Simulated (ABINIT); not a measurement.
# BeRhS3 (Pm-3m) in ABINIT: settings compared

One crystal, BeRhS3, is run at these levels: PBE, SCAN; tasks: relaxation of cell and atoms, single point.

Program: ABINIT 10.8.3 (patched build). These are calculated values, not measurements. Logs are shortened: lines on timing, memory, paths and dates and some standing lists are left out, and cuts for length are marked. The log counts tension as positive stress, the text compression.

## Step 1: Starting point

It takes space group Pm-3m (No. 221, cubic). Conventional cell: a = 4.347 Å, b = 4.347 Å, c = 4.347 Å, α = 90.00°, β = 90.00°, γ = 90.00°. Around Be (site symmetry m-3m) lie 12 S at 3.07 Å. Rh (site symmetry m-3m) has 6 S at 2.17 Å as nearest neighbours. S (site symmetry 4/mmm) has 2 Rh at 2.17 Å as nearest neighbours.

The cell was built by a generator and needn't be a form met in nature.

## Step 2: Relaxation of cell and atoms, PBE

Input file run.abi:

```
# Pseudopotentials
pp_dirpath "./"
pseudos "Be.GGA_PBE-JTH.xml, Rh.GGA_PBE-JTH.xml, S.GGA_PBE-JTH.xml"

# Structure
acell 4.34672271 4.34672271 4.34672271 Angstrom
rprim
     1.0000000000     0.0000000000     0.0000000000
     0.0000000000     1.0000000000     0.0000000000
     0.0000000000     0.0000000000     1.0000000000
ntypat 3
znucl 4 45 16
natom 5
typat 1 2 3 3 3
xcart
     0.0000000000     0.0000000000     0.0000000000
     4.1070577308     4.1070577308     4.1070577308
     0.0000000000     4.1070577308     4.1070577308
     4.1070577308     4.1070577308     0.0000000000
     4.1070577308     0.0000000000     4.1070577308
chkprim 0
chksymtnons 0
tolsym 1.0e-6

# Plane-wave basis
ecut 20.0
pawecutdg 40.0

# k points
kptopt 1
ngkpt 6 6 6
nshiftk 1
shiftk 0.0 0.0 0.0

# Exchange and correlation
ixc 11

# Bands and occupations
nband 24
occopt 3
tsmear 0.05 eV

# SCF cycle
nstep 100
tolvrs 1.0e-9

# Output
iomode 3
prtwf 0
prtden 0
prteig 0
prtebands 0
enunit 2

# Relaxation
ionmov 22
ntime 60
tolmxf 0.0001
optcell 2
dilatmx 1.15
ecutsm 0.5
chkdilatmx 0
```

Potentials or basis: JTH PAW PBE v2.0.

Started as:

```bash
abinit run.abi > log 2>&1
```

run.abo:

```text
.Version 10.8.3 of ABINIT
 Symmetries : space group Pm -3 m (#221); Bravais cP (primitive cubic)
================================================================================
 Values of the parameters that define the memory need of the present run
     intxc =       0    ionmov =      22      iscf =      17    lmnmax =      18
     lnmax =       6     mgfft =      40  mpssoang =       3    mqgrid =    3001
     natom =       5  nloc_mem =       2    nspden =       1   nspinor =       1
    nsppol =       1      nsym =      48    n1xccc =       1    ntypat =       3
    occopt =       3   xclevel =       2
       mpw =        3635          nfft =       64000          nkpt =          20
 PAW method is used; the additional fine FFT grid is defined by:
   mgfftf=        54    nfftf =    157464
================================================================================
================================================================================

--------------------------------------------------------------------------------
------------- Echo of variables that govern the present computation ------------
--------------------------------------------------------------------------------
 -outvars: echo values of preprocessed input variables --------
            acell      8.2141154672E+00  8.2141154672E+00  8.2141154672E+00 Bohr
              amu      9.01218200E+00  1.02905500E+02  3.20660000E+01
       chkdilatmx           0
          chkprim           0
      chksymtnons           0
          dilatmx      1.15000000E+00
             ecut      2.00000000E+01 Hartree
           ecutsm      5.00000000E-01 Hartree
           enunit           2
           ionmov          22
              ixc          11
         kptrlatt        6    0    0      0    6    0      0    0    6
          kptrlen      4.92846928E+01
            natom           5
            nband          24
            ngfft          40      40      40
          ngfftdg          54      54      54
             nkpt          20
            nstep         100
             nsym          48
            ntime          60
           ntypat           3
           occopt           3
          optcell           2
        pawecutdg      4.00000000E+01 Hartree
         pawxcdev           0
           prtden           0
        prtebands           0
           prteig           0
            prtwf           0
          spgroup         221
           tolmxf      1.00000000E-04
           tolsym      1.00000000E-06
           tolvrs      1.00000000E-09
           tsmear      1.83746611E-03 Hartree
            typat      1  2  3  3  3
           useylm           1
           xangst      0.0000000000E+00  0.0000000000E+00  0.0000000000E+00
                       2.1733613550E+00  2.1733613550E+00  2.1733613550E+00
                       0.0000000000E+00  2.1733613550E+00  2.1733613550E+00
                       2.1733613550E+00  2.1733613550E+00  0.0000000000E+00
                       2.1733613550E+00  0.0000000000E+00  2.1733613550E+00
            xcart      0.0000000000E+00  0.0000000000E+00  0.0000000000E+00
                       4.1070577336E+00  4.1070577336E+00  4.1070577336E+00
                       0.0000000000E+00  4.1070577336E+00  4.1070577336E+00
                       4.1070577336E+00  4.1070577336E+00  0.0000000000E+00
                       4.1070577336E+00  0.0000000000E+00  4.1070577336E+00
             xred      0.0000000000E+00  0.0000000000E+00  0.0000000000E+00
                       5.0000000000E-01  5.0000000000E-01  5.0000000000E-01
                       0.0000000000E+00  5.0000000000E-01  5.0000000000E-01
                       5.0000000000E-01  5.0000000000E-01  0.0000000000E+00
                       5.0000000000E-01  0.0000000000E+00  5.0000000000E-01
            znucl        4.00000   45.00000   16.00000

================================================================================

 chkinp: Checking input parameters for consistency.

================================================================================
== DATASET  1 ==================================================================

--- !DatasetInfo
iteration_state: {dtset: 1, }
dimensions: {natom: 5, nkpt: 20, mband: 24, nsppol: 1, nspinor: 1, nspden: 1, mpw: 3635, }
cutoff_energies: {ecut:  20.0, pawecutdg:  40.0, }
electrons: {nelect:   3.90000000E+01, charge:   0.00000000E+00, occopt:   3.00000000E+00, tsmear:   1.83746611E-03, }
meta: {optdriver: 0, ionmov: 22, optcell: 2, iscf: 17, paral_kgb: 0, }
...

 Exchange-correlation functional for the present dataset will be:
  GGA: Perdew-Burke-Ernzerhof functional - ixc=11
  J.P.Perdew, K.Burke, M.Ernzerhof, PRL 77, 3865 (1996)

 Real(R)+Recip(G) space primitive vectors, cartesian coordinates (Bohr,Bohr^-1):
 R(1)=  8.2141155  0.0000000  0.0000000  G(1)=  0.1217417  0.0000000  0.0000000
 R(2)=  0.0000000  8.2141155  0.0000000  G(2)=  0.0000000  0.1217417  0.0000000
 R(3)=  0.0000000  0.0000000  8.2141155  G(3)=  0.0000000  0.0000000  0.1217417
 Unit cell volume ucvol=  5.5422028E+02 bohr^3
 Angles (23,13,12)=  9.00000000E+01  9.00000000E+01  9.00000000E+01 degrees

 Coarse grid specifications (used for wave-functions):
[... 31 lines left out ...]
 Radius for shape functions =  1.40128485
 Compensation charge density is not taken into account in XC energy/potential

   1.39354679E+03                                ecore*ucvol(ha*bohr**3)
--------------------------------------------------------------------------------

================================================================================

=== [ionmov=22] Limited-memory Broyden-Fletcher-Goldfarb-Shanno method
================================================================================

--- Iteration: ( 1/60) Internal Cycle: (1/1)
--------------------------------------------------------------------------------

---SELF-CONSISTENT-FIELD CONVERGENCE--------------------------------------------
[... 617 lines left out ...]
 Difference of energy with previous step (new-old):
           Absolute (Ha)=-1.23977E-05
           Relative     =-7.89616E-08

 At Broyd/MD step   5, gradients are converged :
  max grad (force/stress) = 2.1157E-05 < tolmxf= 1.0000E-04 ha/bohr (free atoms)

================================================================================

 ----iterations are completed or convergence reached----

 Mean square residual over all n,k,spin=   13.055E-07; max=  59.927E-05
 reduced coordinates (array xred) for    5 atoms
       0.000000000000      0.000000000000      0.000000000000
       0.500000000000      0.500000000000      0.500000000000
       0.000000000000      0.500000000000      0.500000000000
       0.500000000000      0.500000000000      0.000000000000
       0.500000000000      0.000000000000      0.500000000000
 rms dE/dt=  0.0000E+00; max dE/dt=  0.0000E+00; dE/dt below (all hartree)
    1       0.000000000000      0.000000000000      0.000000000000
    2       0.000000000000      0.000000000000      0.000000000000
    3       0.000000000000      0.000000000000      0.000000000000
    4       0.000000000000      0.000000000000      0.000000000000
    5       0.000000000000      0.000000000000      0.000000000000

 cartesian coordinates (angstrom) at end:
    1      0.00000000000000     0.00000000000000     0.00000000000000
    2      2.31116388006469     2.31116388006469     2.31116388006469
    3      0.00000000000000     2.31116388006469     2.31116388006469
    4      2.31116388006469     2.31116388006469     0.00000000000000
    5      2.31116388006469     0.00000000000000     2.31116388006469

 cartesian forces (hartree/bohr) at end:
    1     -0.00000000000000    -0.00000000000000    -0.00000000000000
    2     -0.00000000000000    -0.00000000000000    -0.00000000000000
    3     -0.00000000000000    -0.00000000000000    -0.00000000000000
    4     -0.00000000000000    -0.00000000000000    -0.00000000000000
    5     -0.00000000000000    -0.00000000000000    -0.00000000000000
 frms,max,avg= 0.0000000E+00 0.0000000E+00   0.000E+00  0.000E+00  0.000E+00 h/b

 cartesian forces (eV/Angstrom) at end:
    1     -0.00000000000000    -0.00000000000000    -0.00000000000000
    2     -0.00000000000000    -0.00000000000000    -0.00000000000000
    3     -0.00000000000000    -0.00000000000000    -0.00000000000000
    4     -0.00000000000000    -0.00000000000000    -0.00000000000000
    5     -0.00000000000000    -0.00000000000000    -0.00000000000000
 frms,max,avg= 0.0000000E+00 0.0000000E+00   0.000E+00  0.000E+00  0.000E+00 e/A
 length scales=  8.734933530825  8.734933530825  8.734933530825 bohr
              =  4.622327760129  4.622327760129  4.622327760129 angstroms
 Fermi (or HOMO) energy (hartree) =   0.19557   Average Vxc (hartree)=  -0.35868
 Eigenvalues (hartree) for nkpt=  20  k points:
 kpt#   1, nband= 24, wtk=  0.00463, kpt=  0.0000  0.0000  0.0000 (reduced coord)
  -3.60939   -2.70078   -1.52255   -1.52255   -1.52255   -0.31244   -0.24846   -0.24846
   0.03884    0.03884    0.03884    0.09449    0.09449    0.09449    0.15037    0.15037
   0.15844    0.15844    0.15844    0.15912    0.17727    0.17727    0.17727    0.37323
      occupation numbers for kpt#   1
   2.00000    2.00000    2.00000    2.00000    2.00000    2.00000    2.00000    2.00000
   2.00000    2.00000    2.00000    2.00000    2.00000    2.00000    2.00000    2.00000
   2.00000    2.00000    2.00000    2.00000    1.99991    1.99991    1.99991    0.00000
 prteigrs : prtvol=0 or 1, do not print more k-points.

 Fermi (or HOMO) energy (eV) =   5.32166   Average Vxc (eV)=  -9.76027
 Eigenvalues (   eV  ) for nkpt=  20  k points:
 kpt#   1, nband= 24, wtk=  0.00463, kpt=  0.0000  0.0000  0.0000 (reduced coord)
 -98.21645  -73.49200  -41.43064  -41.43064  -41.43064   -8.50185   -6.76092   -6.76092
   1.05697    1.05697    1.05697    2.57110    2.57110    2.57110    4.09188    4.09188
   4.31135    4.31135    4.31135    4.32984    4.82373    4.82373    4.82373   10.15622
 prteigrs : prtvol=0 or 1, do not print more k-points.

--- !EnergyTerms
iteration_state     : {dtset: 1, itime: 5, icycle: 1, }
comment             : Components of total free energy in Hartree
kinetic             :  2.99335241687180E+01
hartree             :  5.19949913661931E+01
xc                  : -1.68152595617146E+01
Ewald energy        : -8.86833006491171E+01
psp_core            :  2.09094564063844E+00
local_psp           : -1.55811185426616E+02
PAW spherical_terms :  2.02832375363745E+01
internal            : -1.57007046925524E+02
'-kT*entropy'       : -2.27817723744925E-03
total_energy        : -1.57009325102761E+02
total_energy_eV     : -4.27244138959203E+03
...

--- !EnergyTermsDC
iteration_state     : {dtset: 1, itime: 5, icycle: 1, }
comment             : '"Double-counting" decomposition of free energy'
band_energy         : -2.12091816359570E+01
Ewald energy        : -8.86833006491171E+01
psp_core            :  2.09094564063844E+00
xc_dc               : -4.99618793085646E+01
PAW spherical_terms :  7.56368100259797E-01
internal            : -1.57007047852740E+02
'-kT*entropy'       : -2.27817723744925E-03
total_energy_dc     : -1.57009326029978E+02
total_energy_dc_eV  : -4.27244141482289E+03
...

--- !EnergyTermsWithPAWCore
iteration_state     : {dtset: 1, itime: 5, icycle: 1, }
comment             : 'Components of total free energy, including PAW core contributions'
Total energy        : -5.99658991860554E+03
Total energy DC     : -5.99658991953276E+03
Total energy (eV)   : -1.63175524433931E+05
Total energy DC (eV): -1.63175524459162E+05
...

 Cartesian components of stress tensor (hartree/bohr^3)
  sigma(1 1)= -2.11570002E-07  sigma(3 2)=  0.00000000E+00
  sigma(2 2)= -2.11570002E-07  sigma(3 1)=  0.00000000E+00
  sigma(3 3)= -2.11570002E-07  sigma(2 1)=  0.00000000E+00

-Cartesian components of stress tensor (GPa)         [Pressure=  6.2246E-03 GPa]
- sigma(1 1)= -6.22460437E-03  sigma(3 2)=  0.00000000E+00
- sigma(2 2)= -6.22460437E-03  sigma(3 1)=  0.00000000E+00
- sigma(3 3)= -6.22460437E-03  sigma(2 1)=  0.00000000E+00

== END DATASET(S) ==============================================================
================================================================================

 -outvars: echo values of variables after computation  --------
            acell      8.7349335308E+00  8.7349335308E+00  8.7349335308E+00 Bohr
           etotal     -1.5700932603E+02
            fcart     -0.0000000000E+00 -0.0000000000E+00 -0.0000000000E+00
                      -0.0000000000E+00 -0.0000000000E+00 -0.0000000000E+00
                      -0.0000000000E+00 -0.0000000000E+00 -0.0000000000E+00
                      -0.0000000000E+00 -0.0000000000E+00 -0.0000000000E+00
                      -0.0000000000E+00 -0.0000000000E+00 -0.0000000000E+00
           strten     -2.1157000239E-07 -2.1157000240E-07 -2.1157000240E-07
                       0.0000000000E+00  0.0000000000E+00  0.0000000000E+00
           xangst      0.0000000000E+00  0.0000000000E+00  0.0000000000E+00
                       2.3111638801E+00  2.3111638801E+00  2.3111638801E+00
                       0.0000000000E+00  2.3111638801E+00  2.3111638801E+00
                       2.3111638801E+00  2.3111638801E+00  0.0000000000E+00
                       2.3111638801E+00  0.0000000000E+00  2.3111638801E+00
             xred      0.0000000000E+00  0.0000000000E+00  0.0000000000E+00
                       5.0000000000E-01  5.0000000000E-01  5.0000000000E-01
                       0.0000000000E+00  5.0000000000E-01  5.0000000000E-01
                       5.0000000000E-01  5.0000000000E-01  0.0000000000E+00
                       5.0000000000E-01  0.0000000000E+00  5.0000000000E-01
 Calculation completed.
```

It took 6.2 min on 1 thread of Arm Neoverse V1, shared host; peak memory 0.18 GiB.

Results:

```
Free energy                            : -4272.4414 eV
Relaxed volume                         : 19.75 Å³/atom
Relaxed cell                           : a = 4.622 Å, b = 4.622 Å, c = 4.622 Å, α = 90.00°, β = 90.00°, γ = 90.00°
Space group after relaxing (to 0.05 Å) : Pm-3m (No. 221)
Energy gained by relaxing              : 202.0 meV/atom
Ionic steps                            : 5
Pressure after relaxing                : 0.0 GPa
Band gap on the k mesh                 : none (metal or under the smearing width)
```

Step by step:
```tsv
step	energy change (eV)	largest force (eV/Å)	pressure (GPa)	volume (Å³)
1	0.0000	0.0000	23.00	82.13
2	-0.6392	0.0000	12.24	88.04
3	-0.9934	0.0000	2.19	96.32
4	-1.0095	0.0000	0.30	98.42
5	-1.0099	0.0000	0.01	98.76
```

Final structure:
```
Be Rh S
1.0
     4.62233    0.00000    0.00000
     0.00000    4.62233    0.00000
     0.00000    0.00000    4.62233
Be Rh S
1 1 3
Direct
  0.00000 0.00000 0.00000
  0.50000 0.50000 0.50000
  0.00000 0.50000 0.50000
  0.50000 0.50000 0.00000
  0.50000 0.00000 0.50000
```

Caveat: the volume moved by over 15 % at a fixed basis, so the end points are rough; the atomic spheres overlap.

## Step 3: Single point, SCAN

Input file run.abi:

```
# Pseudopotentials
pp_dirpath "./"
pseudos "Be.GGA_PBE-JTH.xml, Rh.GGA_PBE-JTH.xml, S.GGA_PBE-JTH.xml"

# Structure
acell 4.62232776 4.62232776 4.62232776 Angstrom
rprim
     1.0000000000     0.0000000000     0.0000000000
     0.0000000000     1.0000000000     0.0000000000
     0.0000000000     0.0000000000     1.0000000000
ntypat 3
znucl 4 45 16
natom 5
typat 1 2 3 3 3
xred
     0.0000000000     0.0000000000     0.0000000000
     0.5000000000     0.5000000000     0.5000000000
     0.0000000000     0.5000000000     0.5000000000
     0.5000000000     0.5000000000     0.0000000000
     0.5000000000     0.0000000000     0.5000000000
chkprim 0
chksymtnons 0
tolsym 1.0e-6

# Plane-wave basis
ecut 653.073270 eV
pawecutdg 46.0

# k points
kptopt 1
ngkpt 6 6 6
nshiftk 1
shiftk 0.0 0.0 0.0

# Exchange and correlation
ixc -263267
usekden 1
pawxcdev 0

# Bands and occupations
nband 24
occopt 3
tsmear 0.05 eV

# SCF cycle
nstep 100
tolvrs 1.0e-7

# Output
iomode 3
prtwf 0
prtden 0
prteig 0
prtebands 0
prtvol 2
```

Potentials or basis: JTH PAW PBE v2.0.

Started as:

```bash
abinit run.abi > log 2>&1
```

It took 4.6 min on 1 thread of Arm Neoverse V1, shared host; peak memory 0.22 GiB.

It converged, with:

| Property | Result |
| --- | --- |
| Free energy | -3681.5557 eV |
| Pressure | -1.6 GPa |
| Band gap on the k mesh | none (metal or under the smearing width) |
| Valence electrons inside the program's atomic spheres | Be 2.24; Rh 15.00; S 3.53 |

Levels at points of the mesh, in eV from the Fermi level:
| k point | band 16 | band 17 | band 18 | band 19 | band 20 | band 21 | band 22 | band 23 |
| --- | --- | --- | --- | --- | --- | --- | --- | --- |
| (0.00, 0.00, 0.00) | -1.07 | -1.05 | -1.05 | -1.05 | -0.87 | -0.52 | -0.52 | -0.52 |
| (0.50, 0.00, 0.00) | -1.64 | -1.04 | -0.56 | -0.56 | 0.02 | 0.02 | 1.42 | 1.73 |
| (0.50, 0.50, 0.00) | -2.33 | -1.21 | 0.15 | 0.23 | 0.23 | 0.50 | 1.75 | 2.95 |
| (0.50, 0.50, 0.50) | -0.56 | -0.56 | -0.56 | 0.54 | 0.54 | 0.54 | 5.70 | 5.70 |

Caveat: totals of a meta-GGA on PAW files have another zero than those of a GGA; the PAW data sets were made with another functional, which shifts forces and pressure a little.
